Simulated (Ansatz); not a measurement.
# LiGeN: the cost of one run

The runs shown are made with Ansatz 0.2.0. PAW datasets, plane waves. No spin polarisation and no zero-point or thermal motion.

## (1) The system as given

The unstrained cell was relaxed with r2SCAN; in each strained cell the atoms were relaxed again with r2SCAN. Names of k-points are those of the unstrained zone, where strain can split equivalent points. First state: +5.2 % biaxial strain in x and y, free along z.

The symmetry is P6_3mc (No. 186, hexagonal); a = 3.143 Å, c = 9.241 Å in the conventional setting, 13.17 Å³ an atom. Li has 3 N at 2.23 Å; Ge has 3 N at 2.05 Å; N has 3 Ge at 2.05 Å and 3 Li at 2.23 Å.

The structure in full:

```
CELL_PARAMETERS angstrom
3.14270 0.00000 0.00000
-1.57135 2.72165 0.00000
0.00000 0.00000 9.24071
ATOMIC_POSITIONS crystal
Li 0.66667 0.33333 0.74230
Li 0.33333 0.66667 0.24230
Ge 0.00000 0.00000 0.49993
Ge 0.00000 0.00000 0.99993
N 0.33333 0.66667 0.60241
N 0.66667 0.33333 0.10241
```

From earlier runs on the unstrained cell: PBE 1.51 eV, r2SCAN 1.83 eV, HSE06 2.23 eV; a = 2.987 Å, c = 9.353 Å.

## (2) +5.2 % biaxial strain in x and y, free along z: PBE

Input file input.yaml:

```yaml
crystal:
  lattice:
    - [3.1426955177, 0.0, 0.0]
    - [-1.5713477588, 2.7216541547, 0.0]
    - [0.0, 0.0, 9.2407100274]
  atoms:
    - { symbol: Li, position: [0.6666666667, 0.3333333333, 0.7422964975] }
    - { symbol: Li, position: [0.3333333333, 0.6666666667, 0.2422964975] }
    - { symbol: Ge, position: [0.0, 0.0, 0.4999278697] }
    - { symbol: Ge, position: [0.0, 0.0, 0.9999278697] }
    - { symbol: "N", position: [0.3333333333, 0.6666666667, 0.6024136329] }
    - { symbol: "N", position: [0.6666666667, 0.3333333333, 0.1024136329] }
kpoints:
  mp_grid: { grid: [12, 12, 4] }
  band_path:
    path:
      - [0.0, 0.0, 0.0]
      - [0.5, 0.0, 0.0]
      - [0.3333333333, 0.3333333333, 0.0]
      - [0.0, 0.0, 0.5]
      - [0.5, 0.0, 0.5]
      - [0.3333333333, 0.3333333333, 0.5]
      - [0.45, 0.0, 0.0]
      - [-0.109375, 0.223958, 0.0]
      - [0.0, 0.5, 0.0]
    npoints: 1
hamiltonian:
  xc: pbe
scf:
  occupations: { method: fermi_dirac, width: 0.02 }
  n_extra_bands: 5
output:
  forces: true
  stress: true
  eigenvalues: true
  write_density: true
  write_potential: true
  elf: true
  volumetric_format: npy
```

Started as:

```
$ ansatz run input.yaml --threads 4 --pin off --max-ram 4608MiB --backend cpu --events-out ev --progress --plain --runs-dir out
```

What time and memory should one allow on 4 threads of Arm Neoverse V1, shared host?

About 4.3 s, with a peak of 0.41 GiB.
